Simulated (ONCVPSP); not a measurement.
# Pseudopotential generation for Cu: ONCV, PBEsol

Do these settings give a usable potential? It is generated, then checked for transferability, scattering, ghosts and hardness.

Program: ONCVPSP 4.0.1.1 (patched build). Reference atom: PBEsol, scalar-relativistic, spherical and spin-unpolarised. All values are calculated.

## 1. Settings

The settings as typed:

* element: copper (Cu, Z = 29)
* type: optimised norm-conserving Vanderbilt (ONCV)
* frozen core: [Ne]
* valence charge: 19
* reference configuration: 3s2 3p6 3d10 4s1
* partial waves: 3s+4s: rc 1.30 bohr, ncon 3, nbas 7, qcut 8 1/bohr, 2 projectors; 3p: rc 1.05 bohr, ncon 5, nbas 10, qcut 9.3 1/bohr, 2 projectors, debl 0.8 Ha; 3d: rc 1.35 bohr, ncon 5, nbas 10, qcut 7.8 1/bohr, 2 projectors, debl 3.7 Ha
* local potential: polynomial inside 0.80 bohr (lpopt 5, dvloc0 0 Ha)
* core correction: not asked for

The outer shells as boxes (Hund's rule for the drawing; the calculation is spin-unpolarised):

```
[Ne] core
3s [↑↓]
3p [↑↓][↑↓][↑↓]
3d [↑↓][↑↓][↑↓][↑↓][↑↓]
4s [↑ ]
```

An earlier all-electron run gives the scale for the radii.

All-electron outer shells of the reference configuration (PBEsol, scalar-relativistic, ld1.x):

```
shell  level (eV)  outermost node (bohr)  outermost maximum (bohr)
   2p     -916.42                      –                      0.16
   3s     -114.40                   0.29                      0.61
   3p      -72.00                   0.26                      0.62
   3d       -5.06                      –                      0.60
   4s       -4.61                   0.89                      2.27
   4p       -0.64                   0.98                      3.56
```

## 2. Generating the potential

File Cu.dat:

```
# ATOM AND REFERENCE CONFIGURATION
# atsym  z   nc   nv     iexc    psfile
  Cu 29.00    3    4  -116133      upf
#
#   n    l    f
    1    0    2.00
    2    0    2.00
    2    1    6.00
    3    0    2.00
    3    1    6.00
    3    2   10.00
    4    0    1.00
#
# PSEUDOPOTENTIAL AND OPTIMIZATION
# lmax
    2
#
#   l,   rc,      ep,       ncon, nbas, qcut
    0    1.30    0.00    3    7    8.00
    1    1.05    0.00    5   10    9.30
    2    1.35    0.00    5   10    7.80
#
# LOCAL POTENTIAL
# lloc, lpopt,  rc(5),   dvloc0
    4    5    0.80    0.00
#
# VANDERBILT-KLEINMAN-BYLANDER PROJECTORs
# l, nproj, debl
    0    2    1.20
    1    2    0.80
    2    2    3.70
#
# MODEL CORE CHARGE
# icmod, fcfact, rcfact
    0    0.00    0.00
#
# LOG DERIVATIVE ANALYSIS
# epsh1, epsh2, depsh
   -6.00    5.00    0.04
#
# OUTPUT GRID
# rlmax, drl
    6.00    0.01
#
# TEST CONFIGURATIONS
# ncnf
    4
# nvcnf
#   n    l    f
    4
    3    0    2.00
    3    1    6.00
    3    2   10.00
    4    0    0.00
#
    4
    3    0    2.00
    3    1    6.00
    3    2    9.00
    4    0    0.00
#
    4
    3    0    2.00
    3    1    6.00
    3    2    8.00
    4    0    0.00
#
    5
    3    0    2.00
    3    1    6.00
    3    2    9.00
    4    0    1.00
    4    1    1.00
#
```

Launch:

```console
$ oncvpsp.x < Cu.dat > Cu.out
```

Before running it: what results should come out? Wanted: cutoffs for 1 and 0.1 mHa per electron, occupied waves; bound ghosts; GHOST(+) flags; largest test error; largest phase difference near zero energy, channels read; projector energies reset by the program.

**Answer**, as computed:

| quantity | value |
| --- | --- |
| cutoffs for 1 and 0.1 mHa per electron, occupied waves | 200 Ha and 221 Ha |
| bound ghosts | none found |
| GHOST(+) flags | none at low energy |
| largest test error (AE − PS) | +23 meV, for 3s2 3p6 3d9 4s1 4p1 (1 test unsolved) |
| largest phase difference near zero energy, channels read | 0.000 rad |
| projector energies reset by the program | p: -2.646, 0.250 Ha |

**Reading.** By total energies transferability is good where solved: the largest error is 23 meV on 6.9 eV, for 3s2 3p6 3d9 4s1 4p1. Of the tests 1 gave no usable energy difference, which is a warning in itself. The potential is very hard: the looser tolerance needs 200 Ha. At the looser tolerance the 3d wave is the slowest; 3p needs 42 Ha. No bound ghost shows below the valence levels. Near zero energy the phases of the channels with partial waves agree within 0.001 rad. These are tests on the free atom; a crystal test is still owed.
